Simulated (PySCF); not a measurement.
# Cl3GeH: the cost of one run

Program: PySCF 2.14.0. Level of theory: levels as typed in each script, gas phase, geometry from GFN2-xTB. These are calculated values, not measurements.

## Step 1: Where the work starts

SMILES `Cl[GeH](Cl)Cl`, 5 atoms, charge 0, spin multiplicity 1.

Bond lengths: Cl1–Ge2 2.111 Å, Ge2–Cl3 2.111 Å, Ge2–Cl4 2.111 Å, Ge2–H5 1.523 Å. Angles: Cl1–Ge2–Cl3 109.1°, Cl1–Ge2–Cl4 109.1°, Cl1–Ge2–H5 109.9°, Cl3–Ge2–Cl4 109.1°, Cl3–Ge2–H5 109.9°, Cl4–Ge2–H5 109.9°.

Geometry (Å):

```
Cl   -1.5363   -1.2569    0.3001
Ge   -0.0001    0.0001   -0.4178
Cl   -0.3203    1.9588    0.3002
Cl    1.8566   -0.7021    0.3002
H     0.0008    0.0003   -1.9411
```

## Step 2: Density, bond paths and surface potential (B3LYP/def2-svpd)

The input, input.py:

```python
import numpy as np
from pyscf import gto, scf, dft
from pyscf.scf import atom_ks, atom_hf
from scipy.linalg import block_diag

def solve(mol, dm0=None, hcore=None):
    mf = (dft.UKS if mol.spin else dft.RKS)(mol, xc='b3lyp')
    mf.grids.level = 3
    mf = mf.density_fit(auxbasis='def2-universal-jkfit')
    mf.conv_tol, mf.max_cycle = 1e-8, 80
    if hcore is not None:
        mf.get_hcore = lambda *args: hcore
    mf.kernel(dm0)
    if not mf.converged:
        mf = mf.newton().run(mf.mo_coeff, mf.mo_occ, max_cycle=30)
    assert mf.converged, 'SCF not converged'
    return mf

mol = gto.M(atom='''
Cl    -1.53627    -1.25687     0.30015
Ge    -0.00008     0.00006    -0.41775
Cl    -0.32026     1.95885     0.30021
Cl     1.85664    -0.70210     0.30016
H      0.00080     0.00029    -1.94109
''', basis='def2-svpd', charge=0, spin=0, verbose=4)
mf = solve(mol)
mf.analyze()
# spherically averaged free atoms, for the promolecule
atm = atom_ks.get_atm_nrks(mol, xc='b3lyp')
pro = block_diag(*[(atm[a[0]][2] * atm[a[0]][3]) @ atm[a[0]][2].T for a in mol._atom])
np.savez('result.npz', e=mf.e_tot, c=mf.mo_coeff, occ=mf.mo_occ, eps=mf.mo_energy, pro=pro, dip=mf.dip_moment(verbose=0), s2=mf.spin_square()[0])
```

Launch:

```bash
$ OMP_NUM_THREADS=1 python input.py
```

**Question.** How long does this run take on 1 thread of Arm Neoverse N1, shared host, and how much memory does it need?

About 21 s, with a peak of 0.5 GiB.
